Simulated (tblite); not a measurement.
# C4H14FNSi3: the cost of one run

Programs: tblite 0.8.0 and PySCF 2.14.0, with density-fitted response routines of our own. Each step states its level of theory. These are calculated values for one molecule in the gas phase, unless marked as measured. Atoms are numbered from 0 throughout.

### Step 1. Starting geometry

23 atoms, charge 0, multiplicity 1; geometry from: force field or distance geometry start.

Bonds of the start (Å): F0–Si1 1.69, Si1–Si2 2.22, Si2–N3 1.77, N3–C4 1.42, C4–Si5 1.85, N3–C6 1.41, C6–C7 1.47, C7–C8 1.52, C8–C6 1.51, Si1–H9 1.49, Si1–H10 1.45, Si2–H11 1.48, Si2–H12 1.46, C4–H13 1.13, C4–H14 1.13, Si5–H15 1.47, Si5–H16 1.47, Si5–H17 1.48, C6–H18 1.14, C7–H19 1.11, C7–H20 1.12, C8–H21 1.11, C8–H22 1.11.

### Step 2. Relaxing the molecule with GFN2-xTB

What the job is given:

```
{"job": {"kind": "relax", "xc": "GFN2-xTB", "basis": "xTB"}, "charge": 0, "multiplicity": 1}
F      4.520100     0.059600     0.580500
Si     3.086300     0.901800     0.272300
Si     1.621600    -0.425400    -0.742500
N      0.096300    -0.547100     0.146700
C     -0.634200    -1.750900    -0.059400
Si    -2.225100    -1.878400     0.880400
C     -0.608200     0.644200     0.400100
C     -1.574500     1.293500    -0.496700
C     -0.204200     1.919800    -0.292300
H      2.445900     1.316900     1.552700
H      3.404600     2.068600    -0.526000
H      1.397200     0.039600    -2.131600
H      2.194900    -1.767200    -0.833900
H      0.035100    -2.611700     0.237500
H     -0.770600    -1.874500    -1.175200
H     -2.416100    -0.826300     1.887100
H     -2.314700    -3.144500     1.612800
H     -3.320700    -1.736600    -0.110800
H     -0.797600     0.837500     1.505900
H     -1.720900     1.015900    -1.556900
H     -2.473400     1.751100    -0.014900
H     -0.237800     2.856700     0.308800
H      0.491200     1.884500    -1.161900
```

Run with:

```sh
> OMP_NUM_THREADS=1 python probes_run.py task.json out
```

One launch serves the whole session: the jobs run in the order shown.

**Question.** How long does this first job take on 1 thread of Arm Neoverse N1, shared host, and how much memory does it need?

About 3 s, with a peak of 0.18 GiB.
